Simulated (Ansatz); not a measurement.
LaTe, space group Fm-3m: an all-electron equation of state, run with Ansatz 0.2.0, Python API.

`eos_lapw_late.py`:
```python
# -*- coding: utf-8 -*-
import warnings

import ansatz as az
from ase.eos import EquationOfState
from ase.units import GPa
import numpy as np

VECTORS = np.array([
    [0.0, 3.218, 3.218],
    [3.218, 0.0, 3.218],
    [3.218, 3.218, 0.0],
])
SITES = [
    ("La", [0.0, 0.0, 0.0]),
    ("Te", [0.5, 0.5, 0.5]),
]


def on_lattice(cell):
    crystal = az.Crystal(lattice=az.Lattice.of(cell))
    for symbol, position in SITES:
        crystal = crystal.atom(symbol, position)
    return crystal

warnings.simplefilter("ignore", az.DeckWarning)

volumes, energies = [], []
for scale in np.linspace(0.94, 1.06, 5):
    cell = VECTORS * scale ** (1 / 3)
    model = (
        on_lattice(cell).calculation()
        .functional("PBEsol")
        .occupations("fermi_dirac", width=0.15)
        .kpoints(6, 6, 6)
        .pseudopotentials("all_electron", lapw=True)
    )
    rep = model.run().report
    volumes.append(abs(np.linalg.det(cell)) / len(SITES))
    energies.append(rep["free_energy_ev"] / len(SITES))
    print(f"{scale:.3f} {volumes[-1]:9.4f} A^3/atom {energies[-1]:16.5f} eV/atom  (estimated basis error {1000 * rep['lapw_basis_errors']['total_ev_per_atom']:.2f} meV/atom)")
v0, e0, bulk = EquationOfState(volumes, energies, eos="birchmurnaghan").fit()
print(f"V0 = {v0:.4f} A^3/atom, B0 = {bulk / GPa:.1f} GPa")
```

Where does the minimum lie against the volume typed, and how stiff is the crystal?

A third-order Birch-Murnaghan fit through the 5 points has its minimum at 32.71 Å³ an atom, 1.8 % below the typed cell, with a bulk modulus of 61 GPa and dB/dP = 4.7. From that minimum the energy rises by 12.1 meV an atom on the compressed side and 34.1 meV on the expanded side.

The output:

```console
$ python eos_lapw_late.py
0.940   31.3246 A^3/atom    -207914.29582 eV/atom  (estimated basis error 0.11 meV/atom)
0.970   32.3244 A^3/atom    -207914.30702 eV/atom  (estimated basis error 0.11 meV/atom)
1.000   33.3241 A^3/atom    -207914.30583 eV/atom  (estimated basis error 0.11 meV/atom)
1.030   34.3238 A^3/atom    -207914.29420 eV/atom  (estimated basis error 0.10 meV/atom)
1.060   35.3235 A^3/atom    -207914.27382 eV/atom  (estimated basis error 0.10 meV/atom)
V0 = 32.7139 A^3/atom, B0 = 59.8 GPa
```

All-electron totals depend on functional, relativistic treatment and basis; only differences at equal settings carry meaning. The mesh is modest for a metal, so energies can be off by several to tens of meV an atom and pressures by half a GPa or more; differences at equal mesh fare better. A Fermi-Dirac width this large means warm electrons, whose thermal share enters the free energy. The starting cell is as deposited in a crystallographic database; the results hold for this polymorph, which needn't be the stable one. Finished in 31 s on 1 thread of Intel(R) Xeon(R) Platinum 8488C (Sapphire Rapids), with other jobs on the host, peak memory 0.42 GiB.

(A comment or docstring line of the script was reworded after the run, the code is as it ran; lines on the test bed's own set-up are left out of the output.)
